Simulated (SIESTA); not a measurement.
The system is MnCoGe.

```
Ge Co Mn
1.0
     4.09114    0.00000    0.00000
    -2.04557    3.54303    0.00000
     0.00000    0.00000    5.14388
Ge Co Mn
2 2 2
Direct
  0.33333 0.66667 0.25000
  0.66667 0.33333 0.75000
  0.66667 0.33333 0.25000
  0.33333 0.66667 0.75000
  0.00000 0.00000 0.50000
  0.00000 0.00000 0.00000
```

The cell is a database's computed one.

```yaml
Program: SIESTA 5.4.2
Task: single point
Functional: PBEsol
Potentials_or_basis: PseudoDojo 0.4 standard (PBEsol files)
Basis: DZP (energy shift 0.003 Ry; two zetas on semicore shells)
Grid_cutoff: 800 Ry
Energy_shift: 0.003 Ry
k_mesh: 8 × 8 × 5
Occupations: fermi-dirac, width 0.05 eV
Spin: collinear spin, ferromagnetic start
Starting_moments: "[0.0, 0.0, 2.0, 2.0, 4.0, 4.0] μB"
```

On this cell: pressure -7.6 GPa; largest force under 0.003 eV/Å; net moment 6.24 μB per cell; site moments Ge -0.22; Co +0.38; Mn +2.96 μB; band gap on the k mesh none (metal or under the smearing width).

The same run follows on a disturbed copy (atoms moved at random, drawn with an rms of 0.05 Å):

```
CELL_PARAMETERS angstrom
4.09114 0.00000 0.00000
-2.04557 3.54303 0.00000
0.00000 0.00000 5.14388
ATOMIC_POSITIONS crystal
Ge 0.33442 0.67902 0.25501
Ge 0.66807 0.32291 0.75411
Co 0.67424 0.33538 0.24606
Co 0.32879 0.67484 0.75765
Mn 0.00752 0.00353 0.50211
Mn 0.99420 0.00385 0.00033
```

**Question.** What changes?

**Answer.** The energy (extrapolated to zero smearing) moves by +11.9 meV/atom; pressure -6.8 GPa; largest force 0.980 eV/Å; net moment 6.27 μB per cell; site moments Ge -0.22; Co +0.38, +0.39; Mn +2.98, +2.96 μB; band gap on the k mesh none (metal or under the smearing width).

Forces in eV/Å, atoms in the order of the input:
```
Ge   0.457 -0.473  0.030
Ge  -0.578  0.773 -0.169
Co  -0.405  0.323  0.205
Co   0.443 -0.565 -0.155
Mn  -0.169 -0.003 -0.040
Mn   0.253 -0.055  0.129
```

Stress tensor (GPa, compression positive):
```
-7.67  1.09  0.08
 1.09 -4.89 -0.03
 0.08 -0.03 -7.94
```

Caveats: short orbitals over semicore shells can move pressures by several GPa; the basis of atomic orbitals isn't converged, which shifts pressures, moduli and gaps.
